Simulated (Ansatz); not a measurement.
**CH₆AlBS₂: up Jacob's ladder to CCSD(T)**

How much do the methods differ for CH₆AlBS₂? The plan is to run it at one geometry with functionals of several rungs and with coupled cluster. The yardstick is the atomisation energy at the CCSD(T) limit.

Method: functionals in def2-TZVPP, the program's frozen cores in correlated methods; program: Ansatz 0.2.0, Gaussian basis.

The runs, in order: LDA (SPW92), PBE-D4, revPBE-D4, BLYP-D4, r2SCAN-D4, B97M-V, PBE0-D4, B3LYP-D4, r2SCANh-D4, r2SCAN0-D4, HSE06-D4, BHLYP-D4, CAM-B3LYP-D4, LC-ωPBE, ωB97X-V, ωB97M-V, B2PLYP, PBE-QIDH; CCSD(T)/def2-SVP; CCSD(T)/def2-TZVPP; MP2/def2-QZVPP; extrapolation to the limit; RPA on PBE.

## Step 1: Structure used throughout

The geometry comes from an earlier relaxation with PBE0-D4 in a triple-zeta def2 set; it is a stationary point, not always the lowest conformer.

11 atoms, charge 0, spin multiplicity 1.

Atoms are counted from 1 here; the program's logs count them from 0.

Bond lengths: C1–B2 1.567 Å, C1–H6 1.096 Å, C1–H7 1.093 Å, C1–H8 1.094 Å, B2–Al3 2.046 Å, B2–S5 1.888 Å, Al3–S4 2.345 Å, Al3–H9 1.587 Å, S4–S5 2.081 Å, H10–H11 0.782 Å. Angles: B2–C1–H6 108.8°, B2–C1–H7 112.7°, B2–C1–H8 112.3°, H6–C1–H7 106.7°, H6–C1–H8 107.4°, H7–C1–H8 108.7°, C1–B2–Al3 139.9°, C1–B2–S5 121.9°, Al3–B2–S5 97.4°, B2–Al3–S4 57.3°, B2–Al3–H9 162.2°, S4–Al3–H9 125.3°, Al3–S4–S5 83.6° and more.

## Step 2: LDA

This LDA is Slater exchange with PW92 correlation.

File in.yaml:

```yaml
crystal:
  periodic: [false, false, false]
  atoms:
    - {symbol: C, position_ang: [-1.954830, 0.350843, 0.041799]}
    - {symbol: B, position_ang: [-0.422679, 0.096285, -0.165627]}
    - {symbol: Al, position_ang: [1.336820, 0.204784, 0.872437]}
    - {symbol: S, position_ang: [0.416174, -1.827132, 0.150113]}
    - {symbol: S, position_ang: [0.239528, -0.832751, -1.669699]}
    - {symbol: H, position_ang: [-2.229448, 1.283688, -0.463764]}
    - {symbol: H, position_ang: [-2.224302, 0.471799, 1.093623]}
    - {symbol: H, position_ang: [-2.568886, -0.445870, -0.387157]}
    - {symbol: H, position_ang: [2.390372, 0.368851, 2.047670]}
    - {symbol: H, position_ang: [2.828600, 0.233449, -0.502143]}
    - {symbol: H, position_ang: [2.254050, 0.039155, -0.996553]}
basis:
  gaussian: {orbitals: def2-TZVPP}
hamiltonian: {xc: lda}
output: {orbitals: {seedname: orbitals}}
```

Command:

```bash
> ansatz run in.yaml --threads 4 --pin off --events-out ev --progress --plain --max-ram 10444MiB
```

After this run come: PBE-D4 (GGA); revPBE-D4 (GGA); BLYP-D4 (GGA); r2SCAN-D4 (meta-GGA); B97M-V (meta-GGA); PBE0-D4 (hybrid); B3LYP-D4 (hybrid); r2SCANh-D4 (hybrid); r2SCAN0-D4 (hybrid); HSE06-D4 (hybrid); BHLYP-D4 (hybrid); CAM-B3LYP-D4 (range-separated); LC-ωPBE (range-separated); ωB97X-V (range-separated); ωB97M-V (range-separated); B2PLYP (double hybrid); PBE-QIDH (double hybrid); CCSD(T) in def2-SVP; CCSD(T) in def2-TZVPP; MP2 in def2-QZVPP; RPA on PBE orbitals.

Before running them: what should the planned runs give, taken together? Wanted: atomisation energy, CCSD(T)/CBS; farthest beyond LDA; mean size of error, GGA; mean size of error, meta-GGA; mean size of error, hybrid; mean size of error, range-separated; mean size of error, double hybrid; gap, smallest and largest; T1 diagnostic.

The runs gave:

| quantity | value |
| --- | --- |
| atomisation energy, CCSD(T)/CBS | 36.151 eV |
| functionals within 0.181 eV (0.5 %) | revPBE-D4, B3LYP-D4, r2SCAN0-D4, ωB97X-V, PBE-QIDH |
| farthest beyond LDA | BHLYP-D4 (-1.106 eV) |
| mean size of error, GGA | 0.448 eV |
| mean size of error, meta-GGA | 0.606 eV |
| mean size of error, hybrid | 0.377 eV |
| mean size of error, range-separated | 0.248 eV |
| mean size of error, double hybrid | 0.314 eV |
| gap, smallest and largest | 2.75 eV (LDA (SPW92)), 9.55 eV (LC-ωPBE) |
| T1 diagnostic | 0.0138 |
| triples share of the correlation energy | 4.9 % |

**Reading.** LDA overbinds by 5.531 eV (15 %). PBE-D4 misses by +0.922 eV. Double hybrids carry the basis error of their MP2 part in triple zeta, and no dispersion term here, so their miss is partly the set-up's. By mean error the best rung here is range-separated (0.248 eV) and the worst beyond LDA is meta-GGA (0.606 eV). GGA functionals lie within the reference's doubt of that worst mean (0.448 eV), so those two tie. The gap between the best rungs is small, so their order is not settled. The reference freezes the cores and leaves out relativity and excitations past (T), so misses under about 0.181 eV can't be ranked. Hartree-Fock recovers 71 % of the binding; the rest is correlation. CCSD(T) in def2-SVP is off by -2.504 eV, worse than the median functional, from the basis alone. Orbital gaps span 2.7 to 9.5 eV; exact exchange widens them.
